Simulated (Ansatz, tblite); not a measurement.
# The cluster B₁₁: rung by rung

How do method and basis change the picture of the cluster B₁₁ (doublet)?

Method: as each input shows; program: Ansatz 0.2.0, Gaussian basis.

Levels to be run: GFN1-xTB, GFN2-xTB, PBE-D4/def2-TZVP, r2SCAN-D4/def2-TZVP, LDA/def2-TZVP, ωB97M-V/def2-TZVP, PBE-D4/def2-SVP, PBE0-D4/def2-SVP, HF/6-31G, B3LYP-D4/6-31G, CCSD(T)/def2-SVP, MP2/def2-TZVP.

2 further runs of the same task are left out: 2 set aside as unsound or not needed.

### Step 1. The geometry

The geometry is that of the doublet, from an earlier relaxation (r2SCAN-D4/def2-SVP). At that level it is the lowest of the isomers that a small search found.

11 atoms, charge 0, spin multiplicity 2.

Bond lengths: B1–B3 1.614 Å, B1–B9 1.596 Å, B1–B11 1.971 Å, B2–B5 1.595 Å, B2–B6 1.624 Å, B2–B8 1.685 Å, B3–B4 1.892 Å, B3–B8 1.681 Å, B3–B10 1.939 Å, B3–B11 1.894 Å, B4–B6 1.615 Å, B4–B9 1.606 Å, B5–B7 1.595 Å, B5–B8 1.686 Å, B6–B8 1.711 Å, B7–B8 1.685 Å and more. Angles: B3–B1–B9 99.8°, B3–B1–B11 62.8°, B9–B1–B11 52.2°, B5–B2–B6 123.6°, B5–B2–B8 61.8°, B6–B2–B8 62.3°, B1–B3–B4 67.8°, B1–B3–B8 149.1°, B1–B3–B10 112.5°, B1–B3–B11 67.8°, B4–B3–B8 87.1°, B4–B3–B10 106.0°, B4–B3–B11 69.6° and more.

PBE0-D4/def2-TZVP was run before; its log isn't repeated, and its numbers join the tables.

### Step 2. GFN1-xTB

Tight binding, by tblite at 300 K electronic temperature and without a spin-polarisation term:

```python
tblite.interface.Calculator('GFN1-xTB', numbers, positions, charge=0, uhf=1).singlepoint()
```

Energy -413.0514 eV; 0.007 s.

### Step 3. GFN2-xTB

Tight binding, by tblite at 300 K electronic temperature and without a spin-polarisation term:

```python
tblite.interface.Calculator('GFN2-xTB', numbers, positions, charge=0, uhf=1).singlepoint()
```

Energy -353.9892 eV; 0.01 s.

### Step 4. PBE-D4/def2-TZVP

start.molden holds the orbitals of an earlier run on this state, given as this run's starting guess.

in.yaml

```yaml
crystal:
  periodic: [false, false, false]
  atoms:
    - {symbol: B, position_ang: [1.271006, -1.945033, 0.258705]}
    - {symbol: B, position_ang: [-0.152269, 1.776598, -1.460550]}
    - {symbol: B, position_ang: [0.999387, -0.354560, 0.207553]}
    - {symbol: B, position_ang: [0.011688, -1.291912, -1.106039]}
    - {symbol: B, position_ang: [-0.746977, 2.459251, -0.147620]}
    - {symbol: B, position_ang: [0.344799, 0.231985, -1.523027]}
    - {symbol: B, position_ang: [-0.726651, 1.766570, 1.289251]}
    - {symbol: B, position_ang: [-0.076551, 0.917633, -0.012918]}
    - {symbol: B, position_ang: [-0.199544, -2.482835, -0.049276]}
    - {symbol: B, position_ang: [-0.291388, 0.220918, 1.535163]}
    - {symbol: B, position_ang: [-0.433490, -1.298606, 1.008748]}
basis:
  gaussian: {orbitals: def2-TZVP, initial_orbitals: start.molden}
magnetization: {spin_polarized: true, initial_magnetization: 1}
hamiltonian: {xc: pbe, dispersion: d4}
scf: {omitted_lower_state_checks: [starts]}
output: {orbitals: {seedname: orbitals}}
```

On the command line:

```console
$ ansatz run in.yaml --threads 4 --pin off --events-out ev --progress --plain --max-ram 6963MiB
```

Log:

```text
Functional definition: PBE
  name "PBE"
  cite "Perdew, Burke & Ernzerhof, Phys. Rev. Lett. 77, 3865 (1996) doi:10.1103/PhysRevLett.77.3865"
  parent pbe
  parameter kappa = 0.804
  parameter beta = 0.06672455060314922
  exchange = pbe_x(kappa = kappa, mu = beta*pi^2/3)
  correlation = pbe_c(beta = beta)
these checks for a lower state are left out or cut short: starts
1859 factors; their error is unknown
mean field evaluation 1: about -7420.4328 eV, gradient 6.8e0 eV
mean field evaluation 2: about -7420.5891 eV, gradient 2.0e-1 eV
mean field evaluation 4: about -7420.5694 eV, gradient 8.2e-3 eV
mean field evaluation 8: about -7420.5694 eV, gradient 1.7e-5 eV
mean field -7420.56940243 eV, -272.7008956966 hartree, gradient 1.7e-5 eV, S^2 0.774025; 0 other end points of the search recorded, 0 dependent functions left out
reference -7420.56944744 eV, -272.7008973508 hartree; 28, 27 occupied and 313, 314 virtual orbitals, 1859 factors
Total energy: -7421.07685758 eV, -272.7195443294 hartree
Checks for a lower state left out: starts
```

It took 15 s on 4 threads of Arm Neoverse V1, shared host; peak memory 0.75 GiB.

From the report: HOMO -5.60 eV, LUMO -4.81 eV (over both spins); ⟨S²⟩ 0.774 (pure: 0.75).

### Step 5. r2SCAN-D4/def2-TZVP

in.yaml, as its differences from that of step 4:

```diff
@@ -17,3 +17,3 @@
 magnetization: {spin_polarized: true, initial_magnetization: 1}
-hamiltonian: {xc: pbe, dispersion: d4}
+hamiltonian: {xc: r2scan, dispersion: d4}
 scf: {omitted_lower_state_checks: [starts]}
```

The command is unchanged.

Log:

```text
Functional definition: r2SCAN
  name "r2SCAN"
  cite "Furness, Kaplan, Ning, Perdew & Sun, J. Phys. Chem. Lett. 11, 8208 (2020) doi:10.1021/acs.jpclett.0c02405"
  cite "Furness, Kaplan, Ning, Perdew & Sun, J. Phys. Chem. Lett. 11, 9248 (2020) doi:10.1021/acs.jpclett.0c03077"
  parent r2scan
  parameter k0 = 0.174
  parameter k1 = 0.065
  parameter a1 = 4.9479
  exchange = r2scan_x(k0 = k0, k1 = k1, a1 = a1)
  correlation = r2scan_c
these checks for a lower state are left out or cut short: starts
1859 factors; their error is unknown
mean field evaluation 1: about -7427.3538 eV, gradient 4.2e0 eV
mean field evaluation 2: about -7427.4233 eV, gradient 1.2e-1 eV
mean field evaluation 4: about -7427.4097 eV, gradient 4.4e-3 eV
mean field evaluation 8: about -7427.4097 eV, gradient 2.6e-5 eV
mean field -7427.40969303 eV, -272.9522717398 hartree, gradient 2.6e-5 eV, S^2 0.830784; 0 other end points of the search recorded, 0 dependent functions left out
reference -7427.40971478 eV, -272.9522725390 hartree; 28, 27 occupied and 313, 314 virtual orbitals, 1859 factors
Total energy: -7427.52477454 eV, -272.9565009071 hartree
Checks for a lower state left out: starts
```

It took 26 s on 4 threads of Arm Neoverse V1, shared host; peak memory 0.84 GiB.

From the report: HOMO -5.85 eV, LUMO -4.52 eV (over both spins); ⟨S²⟩ 0.831 (pure: 0.75).

### Step 6. LDA/def2-TZVP

in.yaml, as its differences from that of step 5:

```diff
@@ -17,4 +17,4 @@
 magnetization: {spin_polarized: true, initial_magnetization: 1}
-hamiltonian: {xc: r2scan, dispersion: d4}
+hamiltonian: {xc: lda}
 scf: {omitted_lower_state_checks: [starts]}
-output: {orbitals: {seedname: orbitals}}
+output: {forces: true, orbitals: {seedname: orbitals}}
```

Same command.

Log, cut to the lines that bear on the results:

```text
Functional definition: SPW92
  name "SPW92"
  cite "Dirac, Proc. Camb. Phil. Soc. 26, 376 (1930) doi:10.1017/S0305004100016108"
  cite "Slater, Phys. Rev. 81, 385 (1951) doi:10.1103/PhysRev.81.385"
  cite "Perdew & Wang, Phys. Rev. B 45, 13244 (1992) doi:10.1103/PhysRevB.45.13244"
[...]
1859 factors; their error is unknown
[...]
mean field -7350.68658335 eV, -270.1327494637 hartree, gradient 1.3e-5 eV, S^2 0.760066; 0 other end points of the search recorded, 0 dependent functions left out
[...]
reference -7350.68662576 eV, -270.1327510223 hartree; 28, 27 occupied and 313, 314 virtual orbitals, 1859 factors
Total energy: -7350.68662576 eV, -270.1327510223 hartree
Atom 0 at     1.271006    -1.945033     0.258705 Å, force    -0.755898     0.395442    -0.151180 eV/Å
Atom 1 at    -0.152269     1.776598    -1.460550 Å, force    -0.043640    -0.369647     0.610362 eV/Å
Atom 2 at     0.999387    -0.354560     0.207553 Å, force    -0.243772    -0.219291    -0.046608 eV/Å
Atom 3 at     0.011688    -1.291912    -1.106039 Å, force     0.125744     0.182227     0.274941 eV/Å
Atom 4 at    -0.746977     2.459251    -0.147620 Å, force     0.282952    -0.628992     0.061900 eV/Å
Atom 5 at     0.344799     0.231985    -1.523027 Å, force    -0.239054    -0.007327     0.467821 eV/Å
Atom 6 at    -0.726651     1.766570     1.289251 Å, force     0.211375    -0.369536    -0.580322 eV/Å
Atom 7 at    -0.076551     0.917633    -0.012918 Å, force    -0.003187     0.124065    -0.001496 eV/Å
Atom 8 at    -0.199544    -2.482835    -0.049276 Å, force     0.465928     0.697625     0.087393 eV/Å
Atom 9 at    -0.291388     0.220918     1.535163 Å, force    -0.042734     0.016820    -0.528375 eV/Å
Atom 10 at    -0.433490    -1.298606     1.008748 Å, force     0.242286     0.178614    -0.194436 eV/Å
Dipole moment:     0.068300    -0.310884     0.012771 e Å
Checks for a lower state left out: starts
```

Wall time 9 s (4 threads of Arm Neoverse V1, shared host); peak memory 0.73 GiB.

Report: HOMO -5.66 eV, LUMO -5.12 eV (over both spins); ⟨S²⟩ 0.760 (pure: 0.75).

### Step 7. ωB97M-V/def2-TZVP

in.yaml, as its differences from that of step 6:

```diff
@@ -17,4 +17,4 @@
 magnetization: {spin_polarized: true, initial_magnetization: 1}
-hamiltonian: {xc: lda}
+hamiltonian: {xc: {name: wB97M-V}}
 scf: {omitted_lower_state_checks: [starts]}
-output: {forces: true, orbitals: {seedname: orbitals}}
+output: {orbitals: {seedname: orbitals}}
```

Same command.

Log, cut to the lines that bear on the results:

```text
Functional definition: wB97M-V
  name "wB97M-V"
  cite "Mardirossian & Head-Gordon, J. Chem. Phys. 144, 214110 (2016) doi:10.1063/1.4952647"
  cite "Becke, J. Chem. Phys. 107, 8554 (1997) doi:10.1063/1.475007"
  cite "Vydrov & Van Voorhis, J. Chem. Phys. 133, 244103 (2010) doi:10.1063/1.3521275"
  # Of w^i u^j: cxij and so on, Table III.
[...]
  gx(w, u) = 1 - cx + cx01*u + cx10*w
  gss(w, u) = css00 + css04*u^4 + css10*w + css20*w^2 + css43*w^4*u^3
  gos(w, u) = cos00 + cos10*w + (cos20 + cos21*u)*w^2 + (cos60 + cos61*u)*w^6
[...]
      + integral(e_c_pw_mod_opposite_spin*gos(b97_w_opposite, b97_u_opposite)) + vv10(b, c)
[...]
1859 factors; their error is unknown
505 factors; integrals over basis functions are off by at most 3.6e-6 eV
[...]
mean field -7428.35374553 eV, -272.9869650291 hartree, gradient 1.9e-5 eV, S^2 0.793584; 0 other end points of the search recorded, 0 dependent functions left out
reference -7428.35379872 eV, -272.9869669841 hartree; 28, 27 occupied and 313, 314 virtual orbitals, 1859 factors
Total energy: -7428.35379872 eV, -272.9869669841 hartree
Checks for a lower state left out: starts
```

Run time: 60 s. Hardware: 4 threads of Arm Neoverse V1, shared host; peak memory 1.9 GiB.

Report: HOMO -7.77 eV, LUMO -2.32 eV (over both spins); ⟨S²⟩ 0.794 (pure: 0.75).

### Step 8. PBE-D4/def2-SVP

in.yaml, as its differences from that of step 7:

```diff
@@ -15,5 +15,5 @@
 basis:
-  gaussian: {orbitals: def2-TZVP, initial_orbitals: start.molden}
+  gaussian: {orbitals: def2-SVP, initial_orbitals: start.molden}
 magnetization: {spin_polarized: true, initial_magnetization: 1}
-hamiltonian: {xc: {name: wB97M-V}}
+hamiltonian: {xc: pbe, dispersion: d4}
 scf: {omitted_lower_state_checks: [starts]}
```

Same command.

Log:

```text
Functional definition: PBE
  name "PBE"
  cite "Perdew, Burke & Ernzerhof, Phys. Rev. Lett. 77, 3865 (1996) doi:10.1103/PhysRevLett.77.3865"
  parent pbe
  parameter kappa = 0.804
  parameter beta = 0.06672455060314922
  exchange = pbe_x(kappa = kappa, mu = beta*pi^2/3)
  correlation = pbe_c(beta = beta)
these checks for a lower state are left out or cut short: starts
1694 factors; their error is unknown
mean field evaluation 1: about -7413.0210 eV, gradient 4.5e0 eV
mean field evaluation 2: about -7413.1891 eV, gradient 2.0e-1 eV
mean field evaluation 4: about -7413.1354 eV, gradient 4.1e-3 eV
mean field -7413.13543125 eV, -272.4277022949 hartree, gradient 2.8e-5 eV, S^2 0.773988; 0 other end points of the search recorded, 0 dependent functions left out
reference -7413.13546911 eV, -272.4277036860 hartree; 28, 27 occupied and 126, 127 virtual orbitals, 1694 factors
Total energy: -7413.64287924 eV, -272.4463506646 hartree
Checks for a lower state left out: starts
```

Wall time 3.9 s (4 threads of Arm Neoverse V1, shared host).

Report: HOMO -5.57 eV, LUMO -4.79 eV (over both spins); ⟨S²⟩ 0.774 (pure: 0.75).

### Step 9. PBE0-D4/def2-SVP

in.yaml, as its differences from that of step 8:

```diff
@@ -17,3 +17,3 @@
 magnetization: {spin_polarized: true, initial_magnetization: 1}
-hamiltonian: {xc: pbe, dispersion: d4}
+hamiltonian: {xc: pbe0, dispersion: d4}
 scf: {omitted_lower_state_checks: [starts]}
```

Same command.

Log:

```text
Functional definition: PBE0
  name "PBE0"
  cite "Adamo & Barone, J. Chem. Phys. 110, 6158 (1999) doi:10.1063/1.478522"
  cite "Perdew, Burke & Ernzerhof, Phys. Rev. Lett. 77, 3865 (1996) doi:10.1103/PhysRevLett.77.3865"
  parent pbe
  parameter a = 0.25
  parameter kappa = 0.804
  parameter beta = 0.06672455060314922
  exchange = (1 - a)*pbe_x(kappa = kappa, mu = beta*pi^2/3) + a*exact_x
  correlation = pbe_c(beta = beta)
these checks for a lower state are left out or cut short: starts
1694 factors; their error is unknown
mean field evaluation 1: about -7414.0163 eV, gradient 3.0e0 eV
mean field evaluation 2: about -7414.0815 eV, gradient 5.4e-2 eV
mean field evaluation 4: about -7414.0690 eV, gradient 2.1e-4 eV
mean field -7414.06896644 eV, -272.4620090801 hartree, gradient 2.0e-5 eV, S^2 0.804853; 0 other end points of the search recorded, 0 dependent functions left out
reference -7414.06899500 eV, -272.4620101299 hartree; 28, 27 occupied and 126, 127 virtual orbitals, 1694 factors
Total energy: -7414.49989630 eV, -272.4778454606 hartree
Checks for a lower state left out: starts
```

It took 7.5 s on 4 threads of Arm Neoverse V1, shared host.

HOMO -6.32 eV, LUMO -4.01 eV (over both spins); ⟨S²⟩ 0.805 (pure: 0.75).

### Step 10. HF/6-31G

in.yaml, as its differences from that of step 9:

```diff
@@ -15,5 +15,5 @@
 basis:
-  gaussian: {orbitals: def2-SVP, initial_orbitals: start.molden}
+  gaussian: {orbitals: 6-31G}
 magnetization: {spin_polarized: true, initial_magnetization: 1}
-hamiltonian: {xc: pbe0, dispersion: d4}
+hamiltonian: {xc: hf}
 scf: {omitted_lower_state_checks: [starts]}
```

Launched as before.

Log:

```text
Functional definition: HF
  name "HF"
  cite "Fock, Z. Phys. 61, 126 (1930) doi:10.1007/BF01340294"
  parent pbe
  exchange = exact_x
  correlation = 0
these checks for a lower state are left out or cut short: starts
1386 factors; integrals over basis functions are off by at most 1.2e-4 eV
mean field evaluation 1: about -7367.3185 eV, gradient 1.9e1 eV
mean field evaluation 2: about -7367.3403 eV, gradient 1.9e1 eV
mean field evaluation 4: about -7372.1216 eV, gradient 5.3e0 eV
mean field evaluation 8: about -7372.5168 eV, gradient 5.0e-1 eV
mean field evaluation 16: about -7372.5857 eV, gradient 1.4e-2 eV
mean field -7372.58571276 eV, -270.9375276259 hartree, gradient 8.3e-6 eV, S^2 1.268929; 0 other end points of the search recorded, 0 dependent functions left out
reference -7372.58571276 eV, -270.9375276259 hartree; 28, 27 occupied and 71, 72 virtual orbitals, 1386 factors
Total energy: -7372.58571276 eV, -270.9375276259 hartree
Checks for a lower state left out: starts
```

It took 2.2 s on 4 threads of Arm Neoverse V1, shared host.

HOMO -7.72 eV, LUMO -0.27 eV (over both spins); ⟨S²⟩ 1.269 (pure: 0.75). Doubts: spin contamination.

### Step 11. B3LYP-D4/6-31G

in.yaml, as its differences from that of step 10:

```diff
@@ -17,3 +17,3 @@
 magnetization: {spin_polarized: true, initial_magnetization: 1}
-hamiltonian: {xc: hf}
+hamiltonian: {xc: {name: B3LYP}, dispersion: d4}
 scf: {omitted_lower_state_checks: [starts]}
```

Launched as before.

Log, cut to the lines that bear on the results:

```text
Functional definition: B3LYP
  name "B3LYP"
  cite "Stephens, Devlin, Chabalowski & Frisch, J. Phys. Chem. 98, 11623 (1994) doi:10.1021/j100096a001"
  cite "Becke, Phys. Rev. A 38, 3098 (1988) doi:10.1103/PhysRevA.38.3098"
  cite "Lee, Yang & Parr, Phys. Rev. B 37, 785 (1988) doi:10.1103/PhysRevB.37.785"
  cite "Vosko, Wilk & Nusair, Can. J. Phys. 58, 1200 (1980) doi:10.1139/p80-159"
[...]
1386 factors; integrals over basis functions are off by at most 1.2e-4 eV
[...]
mean field -7426.58573841 eV, -272.9219919660 hartree, gradient 7.3e-5 eV, S^2 0.789855; 0 other end points of the search recorded, 0 dependent functions left out
reference -7426.58603944 eV, -272.9220030288 hartree; 28, 27 occupied and 71, 72 virtual orbitals, 1386 factors
Total energy: -7427.42298772 eV, -272.9527603104 hartree
Checks for a lower state left out: starts
```

Run time: 3.6 s. Hardware: 4 threads of Arm Neoverse V1, shared host.

HOMO -5.76 eV, LUMO -3.89 eV (over both spins); ⟨S²⟩ 0.790 (pure: 0.75).

### Step 12. CCSD(T)/def2-SVP

in.yaml, as its differences from that of step 11:

```diff
@@ -15,6 +15,6 @@
 basis:
-  gaussian: {orbitals: 6-31G}
+  gaussian: {orbitals: def2-SVP, initial_orbitals: start.molden}
 magnetization: {spin_polarized: true, initial_magnetization: 1}
-hamiltonian: {xc: {name: B3LYP}, dispersion: d4}
-scf: {omitted_lower_state_checks: [starts]}
+correlation: {method: ccsd_t}
+scf: {omitted_lower_state_checks: [starts, cluster_reference]}
 output: {orbitals: {seedname: orbitals}}
```

The command is unchanged.

Log, cut to the lines that bear on the results:

```text
Functional definition: HF
  name "HF"
  cite "Fock, Z. Phys. 61, 126 (1930) doi:10.1007/BF01340294"
  parent pbe
[...]
1584 factors; integrals over basis functions are off by at most 7.9e-4 eV
[...]
mean field -7370.94537606 eV, -270.8772463641 hartree, gradient 2.9e-6 eV, S^2 1.101052; 0 other end points of the search recorded, 0 dependent functions left out
11 core orbitals not correlated: weight in the atoms' cores, before any rotation towards them, 1.000 or more for the frozen orbitals, at most 0.000 for the correlated occupied ones
reference -7370.94537606 eV, -270.8772463641 hartree; 17, 16 occupied and 126, 127 virtual orbitals, 1584 factors
second order -25.31707025 eV of doubles, -0.00000000 eV of singles
cycle   1  -24.13323996 eV  change     1.2e0 eV  update   2.2e-1
[...]
cycle  15  -25.63124099 eV  change    2.2e-5 eV  update   3.7e-5
perturbative correction -2.17198628 eV, -0.0798190234 hartree
Total energy: -7398.74860332 eV, -271.8989961203 hartree
Checks for a lower state left out: starts, cluster_reference
```

It took 2.3 min on 4 threads of Arm Neoverse V1, shared host; peak memory 3.4 GiB.

From the report: Hartree-Fock HOMO -7.88 eV, LUMO -0.52 eV (over both spins); ⟨S²⟩ 1.101 (pure: 0.75); T1 0.037. Doubts: spin contamination.

### Step 13. MP2/def2-TZVP

in.yaml, as its differences from that of step 12:

```diff
@@ -15,6 +15,6 @@
 basis:
-  gaussian: {orbitals: def2-SVP, initial_orbitals: start.molden}
+  gaussian: {orbitals: def2-TZVP, initial_orbitals: start.molden}
 magnetization: {spin_polarized: true, initial_magnetization: 1}
-correlation: {method: ccsd_t}
-scf: {omitted_lower_state_checks: [starts, cluster_reference]}
+correlation: {method: mp2}
+scf: {omitted_lower_state_checks: [starts]}
 output: {orbitals: {seedname: orbitals}}
```

Same command.

Log:

```text
Functional definition: HF
  name "HF"
  cite "Fock, Z. Phys. 61, 126 (1930) doi:10.1007/BF01340294"
  parent pbe
  exchange = exact_x
  correlation = 0
these checks for a lower state are left out or cut short: starts
2124 factors; integrals over basis functions are off by at most 7.0e-4 eV
mean field evaluation 1: about -7377.3072 eV, gradient 1.9e1 eV
mean field evaluation 2: about -7378.5032 eV, gradient 1.3e0 eV
mean field evaluation 4: about -7378.5850 eV, gradient 1.9e-2 eV
mean field evaluation 8: about -7378.5988 eV, gradient 3.4e-6 eV
mean field -7378.59881307 eV, -271.1585049863 hartree, gradient 4.5e-6 eV, S^2 1.144317; 0 other end points of the search recorded, 0 dependent functions left out
11 core orbitals not correlated: weight in the atoms' cores, before any rotation towards them, 1.000 or more for the frozen orbitals, at most 0.000 for the correlated occupied ones
reference -7378.59881307 eV, -271.1585049863 hartree; 17, 16 occupied and 313, 314 virtual orbitals, 2124 factors
second order -29.37069095 eV of doubles, -0.00000000 eV of singles
Total energy: -7407.96950402 eV, -272.2378579706 hartree
Checks for a lower state left out: starts
```

It took 35 s on 4 threads of Arm Neoverse V1, shared host; peak memory 1.7 GiB.

From the report: Hartree-Fock HOMO -7.93 eV, LUMO -0.50 eV (over both spins); ⟨S²⟩ 1.144 (pure: 0.75). Doubts: spin contamination.

### Step 14. Comparison

| level | functions | HOMO (eV) | LUMO (eV) | gap (eV) | ⟨S²⟩ | time |
| --- | --- | --- | --- | --- | --- | --- |
| HF/6-31G | 99 | -7.72 | -0.27 | 7.45 | 1.269 | 2.2 s |
| LDA/def2-TZVP | 341 | -5.66 | -5.12 | 0.54 | 0.760 | 9 s |
| PBE-D4/def2-SVP | 154 | -5.57 | -4.79 | 0.78 | 0.774 | 3.9 s |
| PBE-D4/def2-TZVP | 341 | -5.60 | -4.81 | 0.80 | 0.774 | 15 s |
| r2SCAN-D4/def2-TZVP | 341 | -5.85 | -4.52 | 1.34 | 0.831 | 26 s |
| B3LYP-D4/6-31G | 99 | -5.76 | -3.89 | 1.87 | 0.790 | 3.6 s |
| PBE0-D4/def2-SVP | 154 | -6.32 | -4.01 | 2.31 | 0.805 | 7.5 s |
| PBE0-D4/def2-TZVP | 341 | -6.34 | -4.01 | 2.33 | 0.806 | 32 s |
| ωB97M-V/def2-TZVP | 341 | -7.77 | -2.32 | 5.44 | 0.794 | 60 s |

Energy pieces by basis (eV):

| basis | HF | MP2 correlation | CCSD correlation | (T) | total |
| --- | --- | --- | --- | --- | --- |
| def2-SVP | -7370.9454 | -25.3171 | -25.6312 | -2.1720 | -7398.7486 |
| def2-TZVP | -7378.5988 | -29.3707 |  |  | -7407.9695 (MP2) |

### Step 15. Binding energy

Free atoms were run apart at each level; binding is atoms less cluster, divided by the number of atoms, without zero-point or spin-orbit terms.

| level | binding an atom (eV) |
| --- | --- |
| HF/6-31G† | 3.026 |
| HF/def2-SVP† | 3.392 |
| HF/def2-TZVP† | 3.223 |
| LDA/def2-TZVP | 5.574 |
| PBE-D4/def2-SVP | 5.070 |
| PBE-D4/def2-TZVP | 4.969 |
| r2SCAN-D4/def2-TZVP | 4.829 |
| B3LYP-D4/6-31G | 4.383 |
| PBE0-D4/def2-SVP | 4.936 |
| PBE0-D4/def2-TZVP | 4.819 |
| ωB97M-V/def2-TZVP | 4.554 |
| MP2/def2-SVP† | 4.717 |
| MP2/def2-TZVP† | 4.709 |
| CCSD/def2-SVP† | 4.174 |
| CCSD(T)/def2-SVP† | 4.348 |

† marks a level with a doubtful state (flagged, unstable or spin-contaminated).

### Step 16. What came out

| quantity | value |
| --- | --- |
| gap in def2-TZVP, named functionals, smallest and largest | 0.54 eV (LDA), 5.44 eV (ωB97M-V) |
| correlation energy, CCSD(T)/def2-SVP | -27.80 eV |
| correlation energy, MP2/def2-TZVP | -29.37 eV |
| binding an atom, functionals in def2-TZVP | 4.55 (ωB97M-V) to 5.57 eV (LDA) |
| ⟨S²⟩ in def2-TZVP, named functionals, smallest and largest | 0.760, 0.831 |
| PBE0 total energy, smallest basis above largest | 7.38 eV (def2-SVP, def2-TZVP) |

Orbital gaps of the named functionals in def2-TZVP span 0.54 eV (LDA) to 5.44 eV (ωB97M-V); exact exchange widens it. Over the named functionals in def2-TZVP spin contamination reaches 0.08 (r2SCAN-D4), which is small. Notes on CCSD(T)/def2-SVP: spin contamination.

The slowest run with a step of its own, CCSD(T)/def2-SVP, took 2.3 min; the quickest functional in def2-TZVP took 9 s (shared host).
